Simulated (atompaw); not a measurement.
**Selenium: generating and testing a PAW (atompaw) potential**

Do these settings give a usable potential? It is generated, then checked for scattering, ghosts and hardness.

The numbers are computed with atompaw 4.2.0.5 (PBE, scalar-relativistic, spin-unpolarised reference atom).

**1. The design**

The settings as typed:

```
element                 : selenium (Se, Z = 34)
type                    : PAW
frozen core             : [Ar]
valence charge          : 16
reference configuration : 3d10 4s1 4p5
partial waves           : 4s (bound): rc 1.55 bohr; 4s channel at -0.1 Ry: rc 1.55 bohr; 4p (bound): rc 1.50 bohr; 4p channel at 0.65 Ry: rc 1.50 bohr; 3d (bound): rc 0.90 bohr; 3d channel at -3.55 Ry: rc 0.90 bohr
local potential         : bessel scheme, radius 1.30 bohr
core correction         : smooth core density matched at 1.50 bohr
augmentation charge     : gaussian compensation charge, radius 1.30 bohr; PAW radius 1.55 bohr; waves and projectors: custom rrkj gramschmidtortho
```

An earlier all-electron run gives the scale for the radii.

All-electron outer shells of the reference configuration (PBE, scalar-relativistic, ld1.x):

```json
{"shell": "3s", "level (eV)": "-215.15", "outermost node (bohr)": "0.24", "outermost maximum (bohr)": "0.50"}
{"shell": "3p", "level (eV)": "-154.61", "outermost node (bohr)": "0.21", "outermost maximum (bohr)": "0.50"}
{"shell": "3d", "level (eV)": "-54.72", "outermost node (bohr)": "–", "outermost maximum (bohr)": "0.45"}
{"shell": "4s", "level (eV)": "-18.11", "outermost node (bohr)": "0.70", "outermost maximum (bohr)": "1.51"}
{"shell": "4p", "level (eV)": "-7.13", "outermost node (bohr)": "0.74", "outermost maximum (bohr)": "1.80"}
```

**2. The generation run**

Se.input

```
Se 34
GGA-PBE scalarrelativistic loggrid 1500 logderivrange -6 5 276
4 4 3 0 0 0
4 0 1
4 1 5
0 0 0
c
c
c
v
c
c
v
v
2
1.55 1.30 1.30 1.50
y
-0.1
n
y
0.65
n
y
-3.55
n
custom rrkj gramschmidtortho gaussian
bessel
1.55
1.55
1.50
1.50
0.90
0.90
PWSCFOUT
UPFDX 0.0125d0 UPFXMIN -7.d0 UPFZMESH 34.d0
END
```

Command:

```bash
$ atompaw < Se.input > Se.log
```

Q: Predict the outcome of this session. Wanted: cutoffs for 10 and 1 mRy, occupied levels; bound ghosts; largest phase difference near zero energy, channels read; lowest eigenvalue of the overlap; share of valence orbitals outside the PAW sphere; UPF file.

As calculated:

| quantity | value |
| --- | --- |
| cutoffs for 10 and 1 mRy, occupied levels | 200 Ry and over 300 Ry |
| bound ghosts | none found |
| largest phase difference near zero energy, channels read | 0.002 rad |
| lowest eigenvalue of the overlap (Bessel basis) | 0.421 (s) |
| share of valence orbitals outside the PAW sphere | 4s 60 %, 4p 78 %, 3d 1 % |
| UPF file | written |

It counts as very hard, with 200 Ry needed at the looser tolerance. The tighter tolerance needs over 300 Ry, and converged work needs a cutoff nearer that. The slowest occupied level is 3d: taken alone it needs 200 Ry to come within 1 mRy, against 21 Ry for 4p. No bound ghost shows below the valence levels. Near zero energy the phases of the channels with partial waves agree within 0.002 rad. All of this concerns the isolated atom, not yet a solid.
